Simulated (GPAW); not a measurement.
Crystal: Mn3Al.

```
CELL_PARAMETERS angstrom
0.00000 2.85803 2.85803
2.85803 0.00000 2.85803
2.85803 2.85803 0.00000
ATOMIC_POSITIONS crystal
Mn 0.00000 0.00000 0.00000
Mn 0.25000 0.25000 0.25000
Mn 0.75000 0.75000 0.75000
Al 0.50000 0.50000 0.50000
```

The cell comes from a database or a generator and needn't be the stable form of this composition.

Base run:

- Program: GPAW 26.7.0
- Functional: PBEsol
- Potentials or basis: PAW data sets generated in the run's folder for this functional
- Cutoff: 600 eV
- Basis: pw
- k mesh: 8 × 8 × 8
- Occupations: fermi-dirac, width 0.05 eV
- Spin: collinear spin, ferromagnetic start
- Starting moments: [4.0, 4.0, 4.0, 0.0] μB

Its results: pressure -9.9 GPa; net moment 1.21 μB per cell; site moments Mn -0.26, +0.72; Al -0.00 μB.

**Question.** The run is repeated on the same cell with these changes: k mesh from 8 × 8 × 8 to 7 × 7 × 7. What comes out?

**Answer.** Pressure -7.8 GPa; net moment 2.52 μB per cell; site moments Mn +0.78, +0.85; Al -0.02 μB.

Caveats: the moment fell far below its start of 4 μB, so a state of higher moment may lie lower in energy.
